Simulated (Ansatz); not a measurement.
# BeS2: the cost of one run

Program: Ansatz 0.2.0. Level of theory: DFT PBE, scalar-relativistic, plane waves, PAW. These are calculated values, not measurements.

### 1 The starting structure

It takes space group P6/mmm (No. 191, hexagonal). The conventional cell has a = 4.309 Å, b = 4.309 Å, c = 3.040 Å, α = 90.00°, β = 90.00°, γ = 120.00°. Be (site symmetry 6/mmm) has 12 S at 2.92 Å and 2 Be at 3.04 Å as nearest neighbours. S (site symmetry -6m2) is surrounded by 5 S at 2.49 to 3.04 Å and 6 Be at 2.92 Å.

As a file:

```xyz
3
Lattice="4.3093 0.0000 0.0000 -2.1546 3.7319 0.0000 0.0000 0.0000 3.0402" Properties=species:S:1:pos:R:3 pbc="T T T"
Be    0.0000    0.0000    0.0000
S     2.1546    1.2440    1.5201
S     0.0000    2.4880    1.5201
```

The cell is invented: species swapped into a database cell of HoHg2 (P6/mmm, No. 191), with Be on the Ho sites and S on the Hg sites. The dimensions are guesses.

### 2 A first look at the guess

File input.yaml:

```yaml
crystal:
  lattice:
    - [4.30926127, 0.0, 0.0]
    - [-2.15463063, 3.73192973, 0.0]
    - [0.0, 0.0, 3.04021866]
  atoms:
    - { symbol: Be, position: [0.0, 0.0, 0.0] }
    - { symbol: S, position: [0.66666667, 0.33333333, 0.5] }
    - { symbol: S, position: [0.33333333, 0.66666667, 0.5] }
basis:
  ecutwfc: 420
kpoints:
  mp_grid: { grid: [6, 6, 6] }
hamiltonian:
  xc: pbe
scf:
  occupations: { method: gaussian, width: 0.1 }
  lower_state_search: "off"
output:
  forces: true
  stress: true
  eigenvalues: true
```

Command:

```console
$ ansatz run input.yaml --threads 1 --pin off --max-ram 2560MiB --backend cpu --events-out ev --progress --plain --runs-dir out
```

Q: Estimate wall time and peak memory on 1 thread of Arm Neoverse V1, shared host.

About 1.3 s, with a peak of 0.28 GiB.
